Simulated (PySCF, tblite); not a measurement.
**C2HF6P3: geometry, infrared bands and NMR shifts**

Aim: predict the infrared bands and NMR shifts of C2HF6P3 (`FC(F)(F)p1[pH]p1C(F)(F)F`).

The runs use tblite 0.8.0 and PySCF 2.14.0, with density-fitted response routines of our own; the level of theory stands in each step. All values are computed, except where a source is named. Atoms count from 0, in the outputs and in this text.

## (1) The starting structure

12 atoms, charge 0, multiplicity 1; geometry from: force field or distance geometry start.

Bonds of the start (Å): F0–C1 1.32, C1–F2 1.33, C1–F3 1.33, C1–P4 1.78, P4–P5 2.30, P5–P6 2.27, P6–C7 1.76, C7–F8 1.34, C7–F9 1.33, C7–F10 1.33, P6–P4 2.29, P5–H11 1.42.

## (2) Geometry optimisation with GFN2-xTB

What the job is given:

```
{"job": {"kind": "relax", "xc": "GFN2-xTB", "basis": "xTB"}, "charge": 0, "multiplicity": 1}
F     -1.796100     0.856600    -0.412700
C     -1.637300    -0.454800    -0.417900
F     -0.887100    -0.908400    -1.420800
F     -2.813500    -1.084600    -0.378400
P     -0.845300    -0.970200     1.090400
P      0.039700     1.016100     1.833300
P      1.369300    -0.490600     0.785700
C      1.520100     0.248200    -0.799200
F      1.559800    -0.778900    -1.663000
F      0.513000     1.084700    -1.046400
F      2.686900     0.879100    -0.765400
H      0.291600     0.602100     3.168400
```

Launch:

```sh
$ OMP_NUM_THREADS=1 python probes_run.py task.json out
```

This one command runs all jobs of the session in turn.

**Question.** This job is followed by: GFN2-xTB harmonic vibrations, gas phase; GIAO PBE0/pcSseg-1 NMR shielding, non-relativistic, gas phase. What will the session give for the following? strongest single infrared mode (GFN2-xTB); zero-point energy (GFN2-xTB); 13C shifts against TMS (PBE0/pcSseg-1, means over atoms taken as alike); 1H shifts against TMS (PBE0/pcSseg-1); 19F shifts against CFCl3 (PBE0/pcSseg-1, means over atoms taken as alike); 31P shifts against H3PO4 (PBE0/pcSseg-1, means over atoms taken as alike).

**Answer**, as computed:

| quantity | value |
| --- | --- |
| strongest single infrared mode (GFN2-xTB) | 1089 cm⁻¹, 433 km/mol |
| zero-point energy (GFN2-xTB) | 24.3 kcal/mol |
| 13C shifts against TMS (PBE0/pcSseg-1, means over atoms taken as alike) | 138.2 ppm |
| 1H shifts against TMS (PBE0/pcSseg-1) | 1.05 ppm |
| 19F shifts against CFCl3 (PBE0/pcSseg-1, means over atoms taken as alike) | -53.7 ppm |
| 31P shifts against H3PO4 (PBE0/pcSseg-1, means over atoms taken as alike) | -180.3, -257.1 ppm |

What this shows: Relaxing lowered the energy by 1.092 eV in 33 steps; the close pair that moved most is P6–C7, from 1.755 to 1.900 Å. No mode is imaginary among the 30: a minimum at this level. The strongest single mode, at 1089 cm⁻¹, is spread over several atoms, C7, C1, F8, F2 among them. Unscaled tight-binding wavenumbers are off by several per cent, some by more. Its intensities can rank the bands wrongly. At PBE0/pcSseg-1: The widest tensor belongs to P4, P6: span 551 ppm, with a paramagnetic part of -465 ppm.
